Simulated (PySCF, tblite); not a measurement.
# C₅H₉N₂Si radical: geometry, infrared bands and EPR parameters

What infrared bands and EPR parameters should C₅H₉N₂Si radical (`CC[SiH]n1ccnc1`) show?

The runs use tblite 0.8.0 and PySCF 2.14.0, with density-fitted response routines of our own; the level of theory stands in each step. All values are computed, except where a source is named. Atoms count from 0, in the outputs and in this text.

## (1) The starting structure

17 atoms, charge 0, multiplicity 2; geometry from: force field or distance geometry start.

Bonds of the start (Å): C0–C1 1.51, C1–Si2 1.89, Si2–N3 1.75, N3–C4 1.35, C4–C5 1.38, C5–N6 1.37, N6–C7 1.32, C7–N3 1.36, C0–H8 1.10, C0–H9 1.08, C0–H10 1.10, C1–H11 1.09, C1–H12 1.11, Si2–H13 1.49, C4–H14 1.09, C5–H15 1.08, C7–H16 1.09.

## (2) Optimising the geometry with GFN2-xTB

Job settings and geometry (Å):

```
{"job": {"kind": "relax", "xc": "GFN2-xTB", "basis": "xTB"}, "charge": 0, "multiplicity": 2}
C     -2.252500     0.439300    -0.398600
C     -1.695100     0.698800     0.982100
Si    -0.359400    -0.501200     1.558800
N      1.039600    -0.426200     0.516600
C      1.940200     0.584700     0.465500
C      2.849200     0.172300    -0.490400
N      2.521000    -1.060700    -0.985300
C      1.423400    -1.400600    -0.345000
H     -3.029000     1.179700    -0.626300
H     -1.490600     0.514700    -1.164500
H     -2.718800    -0.553800    -0.470900
H     -1.288100     1.708800     1.025900
H     -2.517800     0.667000     1.726000
H     -0.913100    -1.880900     1.593600
H      1.877300     1.499300     1.050900
H      3.729800     0.700100    -0.827000
H      0.876900    -2.329200    -0.495200
```

The run is started by

```sh
$ OMP_NUM_THREADS=1 python probes_run.py task.json out
```

One launch serves the whole session: the jobs run in the order shown.

The program printed:

```text
step      E/eV     max force
  0    -621.08186    1.570
  1    -621.16296    0.720
  2    -621.18579    0.403
  3    -621.20305    0.351
  4    -621.20834    0.264
  5    -621.21180    0.156
  6    -621.21496    0.150
  7    -621.21907    0.235
  8    -621.22262    0.258
  9    -621.22513    0.189
 10    -621.22662    0.116
 11    -621.22765    0.141
 12    -621.22863    0.122
 13    -621.22926    0.083
 14    -621.22965    0.073
 15    -621.22999    0.071
 16    -621.23029    0.057
 17    -621.23050    0.043
 18    -621.23065    0.027
 19    -621.23080    0.038
 20    -621.23096    0.046
 21    -621.23115    0.040
 22    -621.23138    0.039
 23    -621.23167    0.058
 24    -621.23199    0.064
 25    -621.23228    0.045
 26    -621.23249    0.033
 27    -621.23265    0.031
 28    -621.23282    0.033
 29    -621.23300    0.032
 30    -621.23315    0.027
 31    -621.23325    0.022
 32    -621.23332    0.023
 33    -621.23339    0.022
 34    -621.23346    0.020
 35    -621.23352    0.020
 36    -621.23357    0.016
 37    -621.23362    0.021
 38    -621.23371    0.025
 39    -621.23382    0.040
 40    -621.23400    0.050
 41    -621.23424    0.049
 42    -621.23456    0.042
 43    -621.23491    0.043
 44    -621.23523    0.043
 45    -621.23553    0.042
 46    -621.23582    0.039
 47    -621.23607    0.035
 48    -621.23623    0.026
 49    -621.23633    0.021
 50    -621.23640    0.016
 51    -621.23647    0.018
 52    -621.23652    0.021
 53    -621.23655    0.015
 54    -621.23658    0.008
```

It took 0.3 s on 1 thread of Arm Neoverse V2, shared host.

Relaxation path: (not every step is listed)

```
step  energy from step 0 (eV)  largest force (eV/Å)
   0                   0.0000                1.5697
   1                  -0.0811                0.7199
   2                  -0.1039                0.4032
   3                  -0.1212                0.3511
   4                  -0.1265                0.2638
   5                  -0.1299                0.1559
   6                  -0.1331                0.1500
   7                  -0.1372                0.2348
   8                  -0.1408                0.2577
  12                  -0.1468                0.1223
  16                  -0.1484                0.0566
  20                  -0.1491                0.0459
  24                  -0.1501                0.0640
  28                  -0.1510                0.0327
  32                  -0.1515                0.0227
  36                  -0.1517                0.0158
  40                  -0.1521                0.0504
  44                  -0.1534                0.0432
  48                  -0.1544                0.0263
  49                  -0.1545                0.0213
  50                  -0.1545                0.0165
  51                  -0.1546                0.0184
  52                  -0.1547                0.0205
  53                  -0.1547                0.0150
  54                  -0.1547                0.0081
```

Close pairs (by a distance rule), those that changed most:

```
   bond  before (Å)  after (Å)  change (Å)
Si2–H13       1.487      1.462      -0.025
  C4–C5       1.382      1.360      -0.022
 C1–Si2       1.886      1.906      +0.020
  N3–C4       1.355      1.374      +0.020
 C1–H12       1.110      1.090      -0.019
  N6–C7       1.315      1.296      -0.019
  C0–C1       1.511      1.529      +0.018
 C4–H14       1.088      1.071      -0.017
```

The end geometry stands in the next job.

## (3) Vibrational analysis with GFN2-xTB

Job settings and geometry (Å):

```
{"job": {"kind": "ir", "xc": "GFN2-xTB", "basis": "xTB"}, "charge": 0, "multiplicity": 2}
C     -2.167285     0.446889    -0.387839
C     -1.680911     0.738592     1.032308
Si    -0.425543    -0.573034     1.611614
N      0.981180    -0.484086     0.560656
C      1.852673     0.570829     0.430684
C      2.760290     0.221843    -0.519727
N      2.476243    -1.027226    -0.987129
C      1.427928    -1.415351    -0.330411
H     -2.857299     1.219991    -0.721733
H     -1.331649     0.415776    -1.084381
H     -2.684095    -0.509567    -0.432161
H     -1.230678     1.733152     1.056424
H     -2.535598     0.764900     1.709042
H     -0.875946    -1.960427     1.514747
H      1.745722     1.456230     1.023704
H      3.595398     0.775083    -0.899867
H      0.942571    -2.361564    -0.459771
```

The program printed:

```text
mode    cm-1     km/mol
  1      14.8      0.76
  2      40.7      0.81
  3      89.5      0.65
  4     173.6      1.59
  5     215.7      0.10
  6     241.8      0.18
  7     289.5      4.46
  8     474.4     34.63
  9     505.3     50.02
 10     601.0      3.65
 11     619.9     40.92
 12     636.6     17.71
 13     711.6     71.32
 14     737.5     71.55
 15     769.3      2.71
 16     798.8      3.32
 17     829.2      2.26
 18     887.8     25.84
 19     967.0      2.35
 20     985.6     15.83
 21    1015.3      6.60
 22    1056.2     26.76
 23    1067.5     47.98
 24    1101.0      7.48
 25    1165.9     11.60
 26    1233.7      0.02
 27    1240.5     71.76
 28    1266.2     38.33
 29    1278.9      2.73
 30    1360.6     44.16
 31    1418.5      1.60
 32    1469.2    143.08
 33    1473.6      1.61
 34    1506.1      0.77
 35    1511.6      5.00
 36    1532.2     65.39
 37    2267.6    277.65
 38    2969.2     23.85
 39    2991.2     20.30
 40    3016.3     46.14
 41    3026.1     44.55
 42    3032.7     15.88
 43    3162.7     14.39
 44    3170.3     29.21
 45    3177.6     29.24
```

It took 0.51 s on 1 thread of Arm Neoverse V2, shared host.

The strongest bands and the atoms that carry them (share of the mass-weighted mode):

```
cm⁻¹  km/mol                               atoms
 505    50.0                  H13 70 %, Si2 20 %
 712    71.3                   C1 39 %, Si2 33 %
 738    71.5         H12 28 %, H11 24 %, C1 17 %
1068    48.0                  H14 59 %, H16 19 %
1240    71.8           N3 30 %, C5 27 %, N6 25 %
1469   143.1  C4 31 %, C7 28 %, C5 17 %, N6 12 %
1532    65.4  C7 26 %, N6 25 %, C5 24 %, C4 19 %
2268   277.6                            H13 97 %
```

## (4) g tensor and hyperfine couplings: B3LYP/pcH-1

Settings changed since step 3:

```diff
@@ -1,2 +1,2 @@
-{"job": {"kind": "ir", "xc": "GFN2-xTB", "basis": "xTB"}, "charge": 0, "multiplicity": 2}
+{"job": {"kind": "epr", "basis": "pcH-1"}, "charge": 0, "multiplicity": 2}
 C     -2.167285     0.446889    -0.387839
```

With the program's defaults for keys left out, this is: UKS B3LYP, pcH-1 on C H N Si, non-relativistic, mean-field spin-orbit, GIAO.

The program printed:

```text
UKS, coarse grid
  cycle   1  E = -594.86894993  |g| = 3.98e-01
  cycle   2  E = -594.74422952  |g| = 6.35e-01
  cycle   3  E = -594.94135854  |g| = 1.33e-01
  cycle   4  E = -594.94782192  |g| = 5.77e-02
  cycle   5  E = -594.94930175  |g| = 1.23e-02
  cycle   6  E = -594.94935558  |g| = 6.32e-03
  cycle   7  E = -594.94937340  |g| = 9.12e-04
  cycle   8  E = -594.94937444  |g| = 5.38e-04
UKS, final grid
  cycle   1  E = -594.94936281  |g| = 7.58e-04
  cycle   2  E = -594.94936238  |g| = 1.20e-03
  cycle   3  E = -594.94936309  |g| = 1.28e-04
  cycle   4  E = -594.94936310  |g| = 2.72e-05
E = -594.94936310 Eh   <S^2> = 0.7513 (exact 0.7500)
g shifts (ppm)      1          2          3
  rmc          -149       -149       -149
  gc             81         12         82
  oz_so        -748        -79       1563
  total        -817       -217       1496
hyperfine (MHz)  atom isotope    a_iso     a_fc   dipolar eigenvalues
    0   13C      27.05      27.05     -2.88     -2.73      5.61
    1   13C      50.42      50.41     -7.05     -6.81     13.86
    2  29Si    -532.25    -533.29   -163.95     81.09     82.85
    3   14N       8.59       8.58     -2.26     -2.20      4.46
    4   13C       0.71       0.72     -1.34     -0.56      1.89
    5   13C       0.14       0.15     -1.20     -0.56      1.76
    6   14N       0.19       0.19     -1.25     -1.01      2.26
    7   13C       7.89       7.89     -2.28     -1.77      4.05
    8    1H      27.15      27.15     -2.09     -0.65      2.75
    9    1H       0.10       0.10     -2.76     -0.87      3.63
   10    1H       1.12       1.12     -3.00     -0.97      3.97
   11    1H      -3.01      -3.01     -5.27     -2.52      7.78
   12    1H      -4.67      -4.67     -5.24     -2.31      7.55
   13    1H      61.41      61.40     -8.56     -0.01      8.57
   14    1H      -0.16      -0.16     -2.81     -1.67      4.47
   15    1H      -0.92      -0.92     -0.90     -0.69      1.59
   16    1H      -1.23      -1.23     -2.22     -0.87      3.09
```

Run time: 97 s. Hardware: 1 thread of Arm Neoverse V2, shared host; peak memory 1.1 GiB.

Principal g values 2.00150, 2.00210, 2.00382; g(iso) = 2.00247, against 2.00232 for a free electron.

Mean a(iso) over the nuclei that a row names, and the largest dipolar term of the row (other rows stand at the frozen geometry):

```
     nuclei  isotope  a(iso) (MHz)  a(iso) (G, at g = 2.0023)  largest dipolar term (MHz)
        Si2     29Si        -532.2                     -189.9                      -163.9
        H13       1H          61.4                       21.9                         8.6
         C1      13C          50.4                       18.0                        13.9
         C0      13C          27.0                        9.7                         5.6
H8, H9, H10       1H           9.5                        3.4                         4.0
         N3      14N           8.6                        3.1                         4.5
         C7      13C           7.9                        2.8                         4.1
   H11, H12       1H          -3.8                       -1.4                         7.8
        H16       1H          -1.2                       -0.4                         3.1
        H15       1H          -0.9                       -0.3                         1.6
         C4      13C           0.7                        0.3                         1.9
         N6      14N           0.2                        0.1                         2.3
        H14       1H          -0.2                       -0.1                         4.5
         C5      13C           0.1                        0.0                         1.8
```

Mulliken spin populations:

C0 0.01; C1 0.03; Si2 0.89; N3 0.01; C4 0.00; C5 0.01; N6 0.02; C7 0.01; H8 0.01; H9 0.00; H10 0.00; H11 0.00; H12 0.00; H13 0.02; H14 0.00; H15 0.00; H16 0.00

In first order the couplings over 0.8 MHz of 1H, 14N give 256 distinct lines over 41.7 G, if the averaged nuclei exchange fast.

The fields below are evaluated on a grid from the run's orbitals.

ELF in a plane through or near 4 of the atoms.

Ten even steps from ' ' (0.00) to '@' (1.00):
```
                                                        
                                                        
                                                        
                                                        
                                                        
        **%%**..    ....                                
      ==@@@@@@##----====::                              
      **@@@@@@%%++****++::          ..::--::            
      ..%%@@@@====##++::..    ..::==++####++..          
          ::====**==..  ..    --++==::****==..          
          --**####++....::..  ::++==--##++::            
        ==##%%----%%**++--..    ::**@@@@@@++            
        ++%%@@%%##**++**--        ##@@@@@@%%..          
        --####**::--##%%++        ==@@@@@@**            
          ....    ==@@@@@@..        ..--::              
                  ++@@@@%%..                            
                  ..****..                              
                                                        
                                                        
                                                        
```
The map spans 12.3 Å across and 9.7 Å up, centred on the molecule. Atoms in the plane (x, y in Å): C0 (2.1, 0.0), N6 (-2.7, -0.7), H10 (2.5, -1.0), H15 (-3.6, 1.2).

On the surface of density 0.002 e/bohr³ the electrostatic potential runs, from the 1st to the 99th percentile, from -2.04 V near N6 to 1.24 V near H14.

The spin density lies nearest to Si2 66 %; H13 9 %.

## (5) Outcome

| quantity | value |
| --- | --- |
| strongest single infrared mode (GFN2-xTB) | 2268 cm⁻¹, 278 km/mol |
| zero-point energy (GFN2-xTB) | 83.1 kcal/mol |
| g(iso) (B3LYP) | 2.00247 |
| ⟨S²⟩ | 0.751 (exact 0.75) |
| largest a(iso) (averaged by class) | 29Si on Si2, -532.2 MHz |
| surface potential, 1st and 99th percentile | -2.04 V and 1.24 V |

**Reading.** The optimisation took 54 steps and gained 0.155 eV; among the close pairs (by a distance rule), Si2–H13 changed most, from 1.487 to 1.462 Å. All 45 modes are real, so the xTB geometry is a minimum. The strongest single mode, at 2268 cm⁻¹, moves mainly H13. Unscaled tight-binding wavenumbers are off by several per cent, some by more. Its intensities can rank the bands wrongly. Most of the unpaired spin sits on Si2 (0.89 e). The isotropic g lies 0.2 ppt above the free-electron value.
